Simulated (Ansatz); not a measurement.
# Cl₂FH₃OSi₂: basis-set convergence

An exercise on one series of results from a longer session: the logs are not shown, and one member is left open.

Method: one geometry, several basis sets; program: Ansatz 0.2.0, Gaussian basis.

The runs, in order: PBE0-D4/def2-SVP; ωB97M-V/def2-SVP; PBE0-D4/def2-QZVPP; ωB97M-V/def2-QZVPP; the functionals' def2-TZVPP values are taken from earlier runs.

### Structure used throughout

All runs share one geometry, relaxed beforehand with PBE0-D4 in a triple-zeta def2 set.

SMILES `O[Si@H](Cl)[Si@H](F)Cl`, 9 atoms, charge 0, spin multiplicity 1.

Atoms are counted from 1 here; the program's logs count them from 0.

Bond lengths: O1–Si2 1.635 Å, O1–H7 0.960 Å, Si2–Cl3 2.054 Å, Si2–Si4 2.348 Å, Si2–H8 1.478 Å, Si4–F5 1.593 Å, Si4–Cl6 2.054 Å, Si4–H9 1.481 Å. Angles: Si2–O1–H7 117.6°, O1–Si2–Cl3 112.1°, O1–Si2–Si4 109.0°, O1–Si2–H8 106.1°, Cl3–Si2–Si4 105.6°, Cl3–Si2–H8 108.5°, Si4–Si2–H8 115.7°, Si2–Si4–F5 111.6°, Si2–Si4–Cl6 104.9°, Si2–Si4–H9 116.7°, F5–Si4–Cl6 108.6°, F5–Si4–H9 107.4°, Cl6–Si4–H9 107.4°.

The first run:

in.yaml

```yaml
crystal:
  periodic: [false, false, false]
  atoms:
    - {symbol: O, position_ang: [-0.993191, 1.699581, 0.460124]}
    - {symbol: Si, position_ang: [0.433829, 0.902397, 0.410349]}
    - {symbol: Cl, position_ang: [1.643452, 1.576524, -1.107053]}
    - {symbol: Si, position_ang: [0.028624, -1.361645, -0.063509]}
    - {symbol: F, position_ang: [1.349350, -2.103470, -0.556377]}
    - {symbol: Cl, position_ang: [-1.326436, -1.343647, -1.607669]}
    - {symbol: H, position_ang: [-1.594541, 1.582904, -0.279327]}
    - {symbol: H, position_ang: [1.102489, 1.177513, 1.698954]}
    - {symbol: H, position_ang: [-0.555075, -2.176357, 1.027308]}
basis:
  gaussian: {orbitals: def2-SVP}
hamiltonian: {xc: pbe0, dispersion: d4}
output: {orbitals: {seedname: orbitals}}
```

Launch:

```console
$ ansatz run in.yaml --threads 4 --pin off --events-out ev --progress --plain --max-ram 10444MiB
```

Steps of the session up to this table: PBE0-D4 in def2-SVP; ωB97M-V in def2-SVP; PBE0-D4 in def2-QZVPP; ωB97M-V in def2-QZVPP.

One of the session's tables, all rows but one given; the rest of the session is left out.

It belongs to the step «Density functionals: the series». 

```
functional       basis  HOMO (eV)
   PBE0-D4    def2-SVP      -8.09
   PBE0-D4  def2-TZVPP          ?
   PBE0-D4  def2-QZVPP      -8.24
   ωB97M-V    def2-SVP     -10.09
   ωB97M-V  def2-TZVPP     -10.25
   ωB97M-V  def2-QZVPP     -10.30
```

Q: Estimate the row for PBE0-D4, def2-TZVPP from the others.

As computed: HOMO (eV): -8.21. In the column «HOMO (eV)» it lies between PBE0-D4, def2-QZVPP (-8.24) and PBE0-D4, def2-SVP (-8.09).
